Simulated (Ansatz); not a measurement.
TiAl, space group P-6m2: a comparison of functionals at one structure, run with Ansatz 0.2.0, Python API.

Script `tial.py`:
```python
'''Functional comparison for TiAl (totals differ with the potentials too).'''

import ansatz
import numpy as np
from tabulate import tabulate

TOLERANCE = 1e-07
OCCUPATIONS = 'fermi_dirac'
WIDTH_EV = 0.1
KMESH = (9, 9, 5)

vectors = np.array([
    [2.86726, 0.0, 0.0],
    [-1.43363, 2.48312, 0.0],
    [0.0, 0.0, 4.67808],
])
cell = (
    ansatz.Lattice.of(vectors)
    .atom('Ti', (0.0, 0.0, 0.0))
    .atom('Al', (1 / 3, 2 / 3, 0.5))
)

setup = (
    cell.calculation()
    .scf(tolerance=TOLERANCE)
    .basis(16 * ansatz.Ha)
    .occupations(OCCUPATIONS, width=WIDTH_EV)
    .kpoints(*KMESH)
    .forces()
    .stress()
)

rows = []
for value in ['blyp', 'lda', 'pbesol']:
    r = setup.functional(value).run(threads=1).report
    rows.append((value, r['free_energy_ev'] / len(r['lattice']['sites']), r['n_iterations'], sum(r['stress_gpa'][i][i] for i in range(3)) / 3, max(abs(f) for row in r['forces_ev_ang'] for f in row), r['n_kpoints']))

print(tabulate(rows, headers=['functional', 'F/atom (eV)', 'iterations', 'P (GPa)', 'max component (eV/A)', 'k-points'], floatfmt='.4f', tablefmt='plain'))
```

Which functional puts this cell under the lowest pressure, and which under the highest?

From lowest to highest: LDA (-6.0 GPa), PBEsol (-2.8 GPa) and BLYP (3.3 GPa). At a fixed cell a lower pressure usually means a smaller equilibrium volume, so LDA prefers the smallest cell and BLYP the largest.

The output:

Output of `python tial.py`:
```text
DeckWarning: output.stress: scf.convergence.dr2_threshold = 1e-7 eV (the SCF's general default) is looser than the 2e-10 eV advised for a printed stress (1e-10 eV for each atom of the cell: 2). What an SCF threshold leaves in a stress goes as its square root, and in the free energy as the threshold itself, and one [...]
functional      F/atom (eV)    iterations    P (GPa)    max component (eV/A)    k-points
blyp             -1523.4621             6     3.2581                  0.0000          36
lda              -1481.8467             6    -6.0241                  0.0000          36
pbesol           -1499.4907             6    -2.7794                  0.0000          36
```
(Warnings from the package without file and line, shortened.)

Reading the output:
- No spin polarisation was allowed.
- BLYP can be off by several per cent in the lattices of metals, and by several GPa in the pressure at a fixed cell.
- For a metal this k-point mesh is coarse: on a finer one energies can move by several to tens of meV an atom and pressures by half a GPa or more, differences at one mesh by less.
- Forces vanish by symmetry here and test nothing.
- Pressure is positive in compression.
- The structure comes from a database of computed cells and needn't be a stable or known phase.
- Total energies of different functionals can't be compared; pressures, moments and gaps at this one structure can.
- Run time: 4.9 s on 1 thread of Arm Neoverse V1 (shared host), peak memory 0.37 GiB.
